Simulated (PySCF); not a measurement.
**IrS₂: structure of the sextet**

Aim: relax IrS₂ as a sextet from a bent start, check by its vibrations whether the end is a minimum, and collect its spectrum and constants.

The runs use PySCF 2.14.0; B3LYP, basis Ir def2-SVP with ECP60, S def2-SVP, scalar-relativistic core potentials, no spin–orbit coupling, density fitting.

## 1. Starting geometry

3 atoms, charge 0, spin multiplicity 6.

Bond lengths: Ir1–S2 2.090 Å, Ir1–S3 2.090 Å. Angles: S2–Ir1–S3 110.0°.

Coordinates in bohr (charge 0 multiplicity 6):
```
Ir    0.0000    0.0000   -0.5639
S     3.2352    0.0000    1.7015
S    -3.2352    0.0000    1.7015
```

## 2. Bent start, sextet: relaxation

The steps below are one call of a driver around PySCF. For each, scf.py gives the equivalent set-up of the SCF; relaxations use the driver's own optimiser. Before each start the driver seeks the lowest SCF state from one or more starting densities and follows internal instabilities, so scf.py alone need not reach the same state.

The program finds C2v symmetry in the start, which this walk keeps.

Contents of scf.py:

```python
from pyscf import gto, scf, dft
mol = gto.M(atom='''
Ir     0.000000     0.000000    -0.298381
S      1.712000    -0.000000     0.900419
S     -1.712000     0.000000     0.900419''',
    basis={'Ir': 'def2-SVP', 'S': 'def2-SVP'},
    ecp={'Ir': 'def2-SVP'},
    charge=0, spin=5)
mf = dft.UKS(mol, xc='B3LYP')
mf.grids.atom_grid = (50, 194)
aux = {'Ir': 'def2-universal-JKFIT', 'S': 'def2-universal-JKFIT'}
mf = mf.density_fit(auxbasis=aux)
mf.kernel()
```

Energy and gradient, step by step:

```
step  energy (Eh)  change (kJ/mol)  largest symmetric gradient (Eh/bohr)
   0  -900.472265             0.00                               0.06021
   1  -900.488393           -42.34                               0.01179
   2  -900.491828           -51.36                               0.01103
   3  -900.493843           -56.65                               0.00970
   4  -900.494313           -57.89                               0.00562
   5  -900.494460           -58.27                               0.00112
   6  -900.494466           -58.29                               0.00005
```

The walk needed 19 s of wall time on 4 threads, shared host.

Positions (Å) and forces (eV/Å) along the way:

```
step 0
Ir   0.000   0.000  -0.298   0.000   0.000  -2.645
S    1.712   0.000   0.900   3.096   0.000   1.322
S   -1.712   0.000   0.900  -3.096   0.000   1.322
step 1
Ir   0.000   0.000  -0.305   0.000   0.000   0.361
S    1.834   0.000   0.904   0.607   0.000  -0.180
S   -1.834   0.000   0.904  -0.606   0.000  -0.181
step 3
Ir   0.000   0.000  -0.170   0.001   0.000   0.499
S    1.994   0.000   0.836  -0.217   0.000  -0.249
S   -1.994   0.000   0.836   0.216   0.000  -0.249
step 6
Ir   0.000   0.000  -0.102   0.001   0.000   0.001
S    2.029   0.000   0.802  -0.003   0.000  -0.001
S   -2.029   0.000   0.802   0.002   0.000   0.000
```

End point (C2v, 6 steps, 58.3 kJ/mol gained): Ir–S 2.221 Å (×2); S–Ir–S 132.0°.

## 3. Hessian and properties

On the finer grid the gradient is checked again; gradients at displacements of ±0.01 bohr then give force constants and infrared intensities.

scf.py: that of step 2 with these lines changed.

```diff
@@ -3,3 +3,3 @@
-Ir     0.000000     0.000000    -0.298381
-S      1.712000    -0.000000     0.900419
-S     -1.712000     0.000000     0.900419''',
+Ir     0.000000     0.000000    -0.230729
+S      2.024412    -0.000000     0.681624
+S     -2.024412     0.000000     0.681624''',
@@ -10 +10 @@
-mf.grids.atom_grid = (50, 194)
+mf.grids.atom_grid = (75, 302)
```

The driver hands on the density of the step before, so the log starts near convergence.

SCF at the final geometry:

```text
init E= -900.494448124027
[... the frontier-level lines of each cycle are left out ...]
cycle= 1 E= -900.494448124052  delta_E= -2.46e-11  |g|= 2.39e-06  |ddm|= 1.34e-05
Extra cycle  E= -900.494448124027  delta_E= 2.41e-11  |g|= 8.68e-06  |ddm|= 1.32e-05
converged SCF energy = -900.494448124027  <S^2> = 8.7640709  2S+1 = 6.0046885
```

The whole step took 43 s.

Geometry: C2v; Ir–S 2.221 Å (×2); S–Ir–S 131.5°.

Harmonic modes (main isotopes):

| symmetry | ω (cm⁻¹) | IR (km/mol) | μ (u) | type |
| --- | --- | --- | --- | --- |
| a1 | 107 | 0.2 | 37.80 | bend |
| b2 | 357 | 1.4 | 39.00 | stretch |
| a1 | 419 | 0.2 | 33.78 | stretch |

All wavenumbers are real: a minimum.

Properties at this point:

* Dipole moment: 1.45 D
* Highest occupied level: -6.05 eV
* Lowest empty level: -5.09 eV
* Rotational constants: 0.4217, 0.06433, 0.05581 cm⁻¹
* Zero-point energy: 5.3 kJ/mol
* Principal polarisabilities: 38.0, 52.4, 129.4 bohr³
* Atomisation energy without zero-point energy: 608 kJ/mol
* Principal traceless quadrupole moments about the centre of mass: -5.19, 0.13, 5.06 D Å
* Entropy at 298.15 K and 1 bar (electronic part: spin only): 320.3 J/(mol K)
* Heat capacity Cp at 298.15 K: 53.9 J/(mol K)
* Enthalpy at 298.15 K above 0 K: 13.50 kJ/mol
* Rotational symmetry number: 2
* Spin squared ⟨S²⟩: 8.764

Charges (e) and bond orders:

| atom | Mulliken | Löwdin | polar tensor | spin (Mulliken) | Mayer order to Ir1 |
| --- | --- | --- | --- | --- | --- |
| Ir1 | 0.27 | -0.31 | 0.25 | 2.44 | – |
| S2,3 | -0.14 | 0.16 | -0.12 | 1.28 | 1.60 |

Mulliken populations on Ir1 (outside its core potential): s 2.81, p 6.32, d 7.57, f 0.02.

## 4. Summary of results

| quantity | value |
| --- | --- |
| minimum | sextet, C2v |
| geometry | Ir–S 2.221 Å (×2); S–Ir–S 131.5° |
| wavenumbers (cm⁻¹) | 107 (a1), 357 (b2), 419 (a1) |
| dipole moment | 1.45 D |
| highest occupied, lowest empty level (either spin) | -6.05, -5.09 eV |
| polar-tensor charge of Ir1 | +0.25 e |
| zero-point energy | 5.3 kJ/mol |
| entropy at 298.15 K | 320.3 J/(mol K) |
| atomisation energy (no zero-point energy) | 608 kJ/mol |
| ⟨S²⟩ | 8.764 |

What this shows: The molecule stays C2v, as typed, and the end point is a minimum. The strongest infrared band lies at 357 cm⁻¹ (b2, stretch). Other starts or spin states, not run here, may lie lower. Open d and f shells are described by one determinant, and the ground state may have another occupation or spin. With an element this heavy the missing spin–orbit coupling can shift these numbers.

The search up to here took 77 s.
